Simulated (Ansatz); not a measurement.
# YSe: the cost of one run

Program: Ansatz 0.2.0. Level of theory: DFT PBE, scalar-relativistic, plane waves, PAW. These are calculated values, not measurements.

2 further runs of the same task are left out: 1 that didn't finish, 1 set aside as unsound or not needed.

### Step 1. The system as given

It takes space group P4/mmm (No. 123, tetragonal). Conventional cell: a = 4.066 Å, b = 4.066 Å, c = 14.000 Å, α = 90.00°, β = 90.00°, γ = 90.00°. Around Y (site symmetry 4/mmm) lie 4 Se at 2.88 Å. Around Se (site symmetry 4/mmm) lie 4 Y at 2.88 Å.

As a file:

```
CELL_PARAMETERS angstrom
4.06586 0.00000 0.00000
0.00000 4.06586 0.00000
0.00000 0.00000 14.00000
ATOMIC_POSITIONS crystal
Y 0.50000 0.50000 0.50000
Se 0.00000 0.00000 0.50000
```

A structure generator made this guess: thin slice cut from a crystal along (001). The dimensions are guesses.

Only a and b are periodic; c spans vacuum, so the box's volume, pressure and space group aren't properties of the sheet.

### Step 2. Probe: one point on a coarse mesh

Input file input.yaml:

```yaml
crystal:
  lattice:
    - [4.065864, 0.0, 0.0]
    - [0.0, 4.065864, 0.0]
    - [0.0, 0.0, 14.0]
  atoms:
    - { symbol: "Y", position: [0.5, 0.5, 0.5] }
    - { symbol: Se, position: [0.0, 0.0, 0.5] }
  periodic: [true, true, false]
basis:
  ecutwfc: 420
kpoints:
  mp_grid: { grid: [4, 4, 1] }
hamiltonian:
  xc: pbe
scf:
  occupations: { method: gaussian, width: 0.1 }
  lower_state_search: "off"
output:
  forces: true
  stress: true
  eigenvalues: true
```

Run with:

```sh
$ ansatz run input.yaml --threads 1 --pin off --max-ram 2048MiB --backend cpu --events-out ev --progress --plain --runs-dir out
```

**Question.** How long does this run take on 1 thread of Arm Neoverse V2, shared host, and how much memory does it need?

About 3.2 s, with a peak of 0.48 GiB.
